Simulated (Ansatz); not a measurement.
**BLYP/6-31G(d) (spherical functions) run of CH4BGaO2 (SMILES [OH][Ga]1[BH]O[CH2]1)**

Aim: the vertical ionisation energy of CH4BGaO2 at BLYP/6-31G* (spherical functions), from 2 runs. 

The calculation is run with Ansatz 0.2.0.

95 further runs of the same task are left out: 95 set aside as unsound or not needed. Runs told in other sessions of the task aren't counted.

### 1 The molecule

CH4BGaO2 has 9 atoms, charge 0, and is taken as a singlet. As SMILES, `[OH][Ga]1[BH]O[CH2]1`. Geometry: relaxed at PBE0-D4/def2-TZVP. This is one conformer, not always the lowest.

Bond lengths: O1–Ga2 1.783 Å, Ga2–B3 2.109 Å, B3–O4 1.344 Å, Ga2–C5 2.048 Å, O4–C5 1.464 Å, O1–H6 0.960 Å, B3–H7 1.194 Å, C5–H8 1.092 Å, C5–H9 1.092 Å. Some angles: O1–Ga2–B3 155.6°, O1–Ga2–C5 135.3°, B3–Ga2–C5 69.1°, Ga2–B3–O4 88.8°, B3–O4–C5 114.1°, Ga2–C5–O4 88.1°, Ga2–O1–H6 114.5°, Ga2–B3–H7 149.7°, O4–B3–H7 121.5°, Ga2–C5–H8 120.2°.

### 2 A single-point energy at BLYP/6-31G(d) (spherical functions)

File in.yaml:

```yaml
crystal:
  periodic: [false, false, false]
  atoms:
    - {symbol: O, position_ang: [-0.140900, 2.668400, -0.180000]}
    - {symbol: Ga, position_ang: [0.206000, 0.920500, -0.222600]}
    - {symbol: B, position_ang: [1.299500, -0.808200, -0.735000]}
    - {symbol: O, position_ang: [0.383300, -1.546100, -0.084800]}
    - {symbol: C, position_ang: [-0.698300, -0.762500, 0.515200]}
    - {symbol: H, position_ang: [-0.939100, 2.905000, 0.298100]}
    - {symbol: H, position_ang: [2.237800, -1.312200, -1.273600]}
    - {symbol: H, position_ang: [-0.704200, -0.956900, 1.589800]}
    - {symbol: H, position_ang: [-1.644100, -1.108100, 0.092800]}
basis:
  gaussian: {orbitals: 6-31G_st_-spherical.json}
output: {orbitals: {seedname: orbitals}}
hamiltonian: {xc: {name: BLYP}}
accuracy: high
```

The basis set 6-31G* is read from a file made from the Basis Set Exchange's data (not shown).

On the command line:

```bash
$ ansatz run in.yaml --threads 1 --pin off --max-ram 2610MiB --events-out events.jsonl --progress --plain --runs-dir runs
```

The log of the run:

```text
Warning: RAYON_NUM_THREADS=1 ignored (pool sized by the plan → 1); use --threads N
Functional definition: BLYP
  name "BLYP"
  parameter beta = 0.0042
  parameter a = 0.04918
  parameter b = 0.132
  parameter c = 0.2533
  parameter d = 0.349
  exchange = b88_x(beta = beta)
  correlation = lyp_c(a = a, b = b, c = c, d = d)
2182 factors; integrals over basis functions are off by at most 8.8e-9 eV
mean field evaluation 1: about -58229.8701 eV, gradient 8.3e1 eV
mean field evaluation 2: about -58144.6500 eV, gradient 2.0e2 eV
mean field evaluation 4: about -58242.3943 eV, gradient 1.9e1 eV
mean field evaluation 8: about -58243.1945 eV, gradient 2.5e-1 eV
mean field evaluation 16: about -58243.1849 eV, gradient 9.3e-5 eV
mean field -58243.18487846 eV, -2140.3975656347 hartree, gradient 2.5e-8 eV, S^2 0.000000; 0 other end points of the search recorded, 0 dependent functions left out
reference -58243.18493673 eV, -2140.3975677762 hartree; 31, 31 occupied and 65, 65 virtual orbitals, 2182 factors
Total energy: -58243.18493673 eV, -2140.3975677762 hartree
```

Wall time 11 s (1 thread of Arm Neoverse V1, shared host); peak memory 0.26 GiB.

### 3 The doublet cation, same level

File job.yaml:

```yaml
crystal:
  periodic: [false, false, false]
  atoms:
    - symbol: O
      position_ang: [-0.140900, 2.668400, -0.180000]
    - symbol: Ga
      position_ang: [0.206000, 0.920500, -0.222600]
    - symbol: B
      position_ang: [1.299500, -0.808200, -0.735000]
    - symbol: O
      position_ang: [0.383300, -1.546100, -0.084800]
    - symbol: C
      position_ang: [-0.698300, -0.762500, 0.515200]
    - symbol: H
      position_ang: [-0.939100, 2.905000, 0.298100]
    - symbol: H
      position_ang: [2.237800, -1.312200, -1.273600]
    - symbol: H
      position_ang: [-0.704200, -0.956900, 1.589800]
    - symbol: H
      position_ang: [-1.644100, -1.108100, 0.092800]
basis:
  gaussian:
    orbitals: 6-31G_st_-spherical.json
total_charge: 1
magnetization:
  spin_polarized: true
  initial_magnetization: 1
hamiltonian:
  xc: {name: BLYP}
accuracy: high
output: {orbitals: {seedname: orbitals}}
```

The basis set 6-31G* is read from a file made from the Basis Set Exchange's data (not shown).

On the command line:

```bash
$ ansatz run job.yaml --threads 1 --pin off --max-ram 2610MiB --events-out events.jsonl --progress --plain --runs-dir runs
```

The log of the run (excerpt; [...] marks lines left out):

```text
Warning: RAYON_NUM_THREADS=1 ignored (pool sized by the plan → 1); use --threads N
[... 9 set-up lines as earlier in the session ...]
2182 factors; integrals over basis functions are off by at most 8.8e-9 eV
mean field evaluation 1: about -58208.0031 eV, gradient 8.3e1 eV
mean field evaluation 2: about -57986.4983 eV, gradient 2.0e2 eV
mean field evaluation 4: about -58220.5833 eV, gradient 4.7e1 eV
mean field evaluation 8: about -58234.5481 eV, gradient 2.5e0 eV
mean field evaluation 16: about -58234.5756 eV, gradient 7.4e-3 eV
mean field evaluation 32: about -58232.6228 eV, gradient 1.6e1 eV
mean field -58234.57557184 eV, -2140.0811794522 hartree, gradient 9.4e-8 eV, S^2 0.754647; 6 other end points of the search recorded, 0 dependent functions left out
reference -58234.57562856 eV, -2140.0811815366 hartree; 31, 30 occupied and 65, 66 virtual orbitals, 2182 factors
Total energy: -58234.57562856 eV, -2140.0811815366 hartree
```

It took 21 s on 1 thread of Arm Neoverse V1, shared host; peak memory 0.34 GiB.

### 4 Outcome

At BLYP/6-31G* (spherical functions):

| quantity | value |
| --- | --- |
| singlet CH4BGaO2: total energy | -2140.39757 Eh |
| singlet CH4BGaO2: HOMO energy | -5.42 eV |
| singlet CH4BGaO2: LUMO energy | -2.27 eV |
| singlet CH4BGaO2: HOMO–LUMO gap | 3.15 eV |
| doublet cation: total energy | -2140.08118 Eh |
| doublet cation: HOMO energy (highest over α and β) | -12.37 eV |
| doublet cation: LUMO energy (lowest over α and β) | -11.79 eV |
| doublet cation: ⟨S²⟩ | 0.755 |
| vertical ionisation energy (to the doublet cation) | 8.609 eV |

Removing an electron at fixed nuclei costs 8.61 eV (199 kcal/mol). −ε(HOMO) before ionisation, 5.42 eV, is 3.19 eV below this ionisation energy.
